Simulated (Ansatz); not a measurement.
# AlTlTeO2: the cost of one run

Program: Ansatz 0.2.0. Level of theory: DFT PBE+D3(BJ), scalar-relativistic, plane waves, PAW. These are calculated values, not measurements.

## (1) The system as given

The structure is trigonal, space group R3m (No. 160). Conventional cell: a = 3.700 Å, b = 3.700 Å, c = 22.696 Å, α = 90.00°, β = 90.00°, γ = 120.00°. Al (site symmetry 3m) has 1 Tl at 1.94 Å and 3 O at 2.21 Å and 3 Te at 2.70 Å in its first shell of neighbours. Tl (site symmetry 3m) is surrounded by 1 Al at 1.94 Å and 6 O at 2.55 Å. Te (site symmetry 3m) has 3 Al at 2.70 Å in its first shell of neighbours. O (site symmetry 3m) is surrounded by 3 Tl at 2.55 Å. O (site symmetry 3m) is surrounded by 3 Al at 2.21 Å.

Coordinates:

```xyz
5
Lattice="1.8499 1.0680 7.5654 -1.8499 1.0680 7.5654 0.0000 -2.1360 7.5654" Properties=species:S:1:pos:R:3 pbc="T T T"
Al    0.0000    0.0000    4.2321
Tl    0.0000    0.0000    6.1726
Te    0.0000    0.0000   17.7114
O     0.0000    0.0000    0.0000
O     0.0000    0.0000   12.3452
```

The cell is invented: close-packed anion layers stacked ABC|B, with sites between them filled layer by layer (R3m, No. 160). Lengths come from tabulated atomic sizes and are only a guess.

## (2) A first look at the guess

Input file input.yaml:

```yaml
crystal:
  lattice:
    - [1.84986949, 1.06802265, 7.56538211]
    - [-1.84986949, 1.06802265, 7.56538211]
    - [0.0, -2.13604529, 7.56538211]
  atoms:
    - { symbol: Al, position: [0.18646857, 0.18646857, 0.18646857] }
    - { symbol: Tl, position: [0.27196737, 0.27196737, 0.27196737] }
    - { symbol: Te, position: [0.78037147, 0.78037147, 0.78037147] }
    - { symbol: O, position: [0.0, 0.0, 0.0] }
    - { symbol: O, position: [0.54393475, 0.54393475, 0.54393475] }
basis:
  ecutwfc: 420
kpoints:
  mp_grid: { grid: [6, 6, 6] }
hamiltonian:
  xc: pbe
  dispersion: d3bj
scf:
  occupations: { method: gaussian, width: 0.1 }
  lower_state_search: "off"
output:
  forces: true
  stress: true
  eigenvalues: true
```

Launch:

```console
$ ansatz run input.yaml --threads 1 --pin off --max-ram 2560MiB --backend cpu --events-out ev --progress --plain --runs-dir out
```

Q: Estimate wall time and peak memory on 1 thread of Intel Xeon at 2.50GHz (Skylake/Cascade Lake), shared host.

About 17 s, with a peak of 0.39 GiB.
